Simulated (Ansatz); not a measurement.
# BH₇O₃Si₂: small, medium and large basis sets

An exercise on one series of results from a longer session: the logs are not shown, and one member is left open.

Method: one geometry, several basis sets; program: Ansatz 0.2.0, Gaussian basis.

Plan: PBE0-D4/def2-SVP; ωB97M-V/def2-SVP; PBE0-D4/def2-QZVPP; ωB97M-V/def2-QZVPP; the functionals' def2-TZVPP values are taken from earlier runs.

### The relaxed structure

The geometry comes from an earlier relaxation with PBE0-D4 in a triple-zeta def2 set; it is a stationary point, not always the lowest conformer.

SMILES `OB(O[SiH3])O[SiH3]`, 13 atoms, charge 0, spin multiplicity 1.

Atoms are counted from 1 here; the program's logs count them from 0.

Bond lengths: O1–B2 1.364 Å, O1–H7 0.960 Å, B2–O3 1.365 Å, B2–O5 1.364 Å, O3–Si4 1.655 Å, Si4–H8 1.484 Å, Si4–H9 1.482 Å, Si4–H10 1.484 Å, O5–Si6 1.653 Å, Si6–H11 1.482 Å, Si6–H12 1.484 Å, Si6–H13 1.484 Å. Angles: B2–O1–H7 112.5°, O1–B2–O3 120.7°, O1–B2–O5 119.2°, O3–B2–O5 120.1°, B2–O3–Si4 128.5°, O3–Si4–H8 110.6°, O3–Si4–H9 106.3°, O3–Si4–H10 110.6°, H8–Si4–H9 109.8°, H8–Si4–H10 109.8°, H9–Si4–H10 109.8°, B2–O5–Si6 130.8°, O5–Si6–H11 106.3°, O5–Si6–H12 110.5°, O5–Si6–H13 110.5°, H11–Si6–H12 109.8°, H11–Si6–H13 109.8°, H12–Si6–H13 109.8°.

The first run:

in.yaml reads:

```yaml
crystal:
  periodic: [false, false, false]
  atoms:
    - {symbol: O, position_ang: [-0.587332, 1.620453, 1.201200]}
    - {symbol: B, position_ang: [-0.449763, 0.615884, 0.288774]}
    - {symbol: O, position_ang: [-1.411002, 0.394746, -0.654850]}
    - {symbol: Si, position_ang: [-1.443072, -0.757246, -1.842024]}
    - {symbol: O, position_ang: [0.663642, -0.170336, 0.328259]}
    - {symbol: Si, position_ang: [1.973151, -0.139980, 1.337148]}
    - {symbol: H, position_ang: [-1.403866, 2.111168, 1.085888]}
    - {symbol: H, position_ang: [-0.288419, -0.593070, -2.759864]}
    - {symbol: H, position_ang: [-2.708352, -0.552274, -2.585690]}
    - {symbol: H, position_ang: [-1.423195, -2.117751, -1.249369]}
    - {symbol: H, position_ang: [2.869404, -1.231634, 0.889026]}
    - {symbol: H, position_ang: [1.552736, -0.377622, 2.740349]}
    - {symbol: H, position_ang: [2.676567, 1.162764, 1.236153]}
basis:
  gaussian: {orbitals: def2-SVP}
hamiltonian: {xc: pbe0, dispersion: d4}
output: {orbitals: {seedname: orbitals}}
```

Run with:

```bash
ansatz run in.yaml --threads 4 --pin off --events-out ev --progress --plain --max-ram 11315MiB
```

Among the steps run: PBE0-D4 in def2-SVP; ωB97M-V in def2-SVP; PBE0-D4 in def2-QZVPP; ωB97M-V in def2-QZVPP.

One of the session's tables, all rows but one given; the rest of the session is left out.

It belongs to the step «Functionals by basis». 

| functional | basis | HOMO (eV) | LUMO (eV) |
| --- | --- | --- | --- |
| PBE0-D4 | def2-SVP | -8.84 | 0.56 |
| PBE0-D4 | def2-TZVPP | -8.96 | -0.07 |
| PBE0-D4 | def2-QZVPP | ? | ? |
| ωB97M-V | def2-SVP | -11.11 | 2.41 |
| ωB97M-V | def2-TZVPP | -11.27 | 1.47 |
| ωB97M-V | def2-QZVPP | -11.29 | 1.09 |

Q: Estimate the row for PBE0-D4, def2-QZVPP from the others.

The run gave: HOMO (eV): -8.98; LUMO (eV): -0.24. In the column «HOMO (eV)» it lies between ωB97M-V, def2-SVP (-11.11) and PBE0-D4, def2-TZVPP (-8.96).
